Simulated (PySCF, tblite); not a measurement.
# C7H10O2Si: geometry, infrared bands and NMR shifts

Wanted: the infrared bands and NMR shifts of C7H10O2Si (`CC(=O)C1=C(CC=O)C[SiH2]1`), by calculation.

Programs: tblite 0.8.0 and PySCF 2.14.0, with density-fitted response routines of our own. Each step states its level of theory. These are calculated values for one molecule in the gas phase, unless marked as measured. Atoms are numbered from 0 throughout.

## Step 1: The molecule as given

20 atoms, charge 0, multiplicity 1; geometry from: force field or distance geometry start.

Bonds of the start (Å): C0–C1 1.52, C1–O2 1.24, C1–C3 1.48, C3–C4 1.36, C4–C5 1.57, C5–C6 1.50, C6–O7 1.22, C4–C8 1.56, C8–Si9 1.87, Si9–C3 1.82, C0–H10 1.09, C0–H11 1.10, C0–H12 1.08, C5–H13 1.09, C5–H14 1.09, C6–H15 1.11, C8–H16 1.09, C8–H17 1.10, Si9–H18 1.49, Si9–H19 1.49.

## Step 2: Relaxing the molecule with GFN2-xTB

What the job is given:

```
{"job": {"kind": "relax", "xc": "GFN2-xTB", "basis": "xTB"}, "charge": 0, "multiplicity": 1}
C      2.525900     0.848400     1.212800
C      1.243100     0.049200     1.070300
O      0.920500    -0.719400     1.991800
C      0.466000     0.248500    -0.177600
C     -0.646700    -0.452900    -0.529300
C     -1.440800    -1.628500     0.152400
C     -2.304700    -1.061400     1.238800
O     -3.527500    -1.101800     1.220800
C     -0.946800     0.245400    -1.896600
Si     0.557300     1.330800    -1.635700
H      3.015000     0.589700     2.149700
H      2.279500     1.915800     1.232900
H      3.191600     0.624600     0.398100
H     -2.058700    -2.133600    -0.588800
H     -0.752400    -2.352600     0.588300
H     -1.779600    -0.605600     2.108100
H     -0.891100    -0.391700    -2.778000
H     -1.895600     0.798400    -1.938800
H      0.302700     2.763700    -1.321300
H      1.737100     1.043600    -2.501000
```

Run with:

```console
$ OMP_NUM_THREADS=1 python probes_run.py task.json out
```

One launch serves the whole session: the jobs run in the order shown.

**Question.** This job is followed by: GFN2-xTB harmonic vibrations, gas phase; GIAO PBE0/pcSseg-1 NMR shielding, non-relativistic, gas phase. Predict these results of the whole session: strongest single infrared mode (GFN2-xTB); zero-point energy (GFN2-xTB); 13C shifts against TMS (PBE0/pcSseg-1); 1H shifts against TMS (PBE0/pcSseg-1, means over atoms taken as alike); 17O shifts against H2O (PBE0/pcSseg-1); 29Si shifts against TMS (PBE0/pcSseg-1); surface potential, 1st and 99th percentile.

The runs gave:

| quantity | value |
| --- | --- |
| strongest single infrared mode (GFN2-xTB) | 2285 cm⁻¹, 410 km/mol |
| zero-point energy (GFN2-xTB) | 91.9 kcal/mol |
| 13C shifts against TMS (PBE0/pcSseg-1) | 202.8, 197.7, 178.1, 143.4, 58.2, 34.2, 20.5 ppm |
| 1H shifts against TMS (PBE0/pcSseg-1, means over atoms taken as alike) | 9.61, 4.98, 4.22, 2.30, 1.93 ppm |
| 17O shifts against H2O (PBE0/pcSseg-1) | 697.5, 638.9 ppm |
| 29Si shifts against TMS (PBE0/pcSseg-1) | -52.2 ppm |
| surface potential, 1st and 99th percentile | -1.57 V and 1.48 V |

In words: Over 83 steps the energy fell by 0.503 eV; of the close pairs, C4–C5 changed most, 1.574 to 1.486 Å. All 54 modes are real, so the xTB geometry is a minimum. The strongest single mode, at 2285 cm⁻¹, moves mainly H19. GFN2-xTB is a fitted tight-binding method: band positions and strengths are rough. Its intensities can rank the bands wrongly. The most deshielded carbon is C1 (ketone carbonyl carbon), at 202.8 ppm: the double bond to the heteroatom, with no lone-pair donor beside it, deshields it most. The most deshielded hydrogen is H15 (hydrogen on an aldehyde carbonyl carbon), at 9.61 ppm: the C=O anisotropy and electron withdrawal place aldehyde protons far downfield. By nearest atom (PBE0/pcSseg-1), the HOMO sits on O2 34 %; O7 23 % and the LUMO on C4 27 %; C1 18 %.
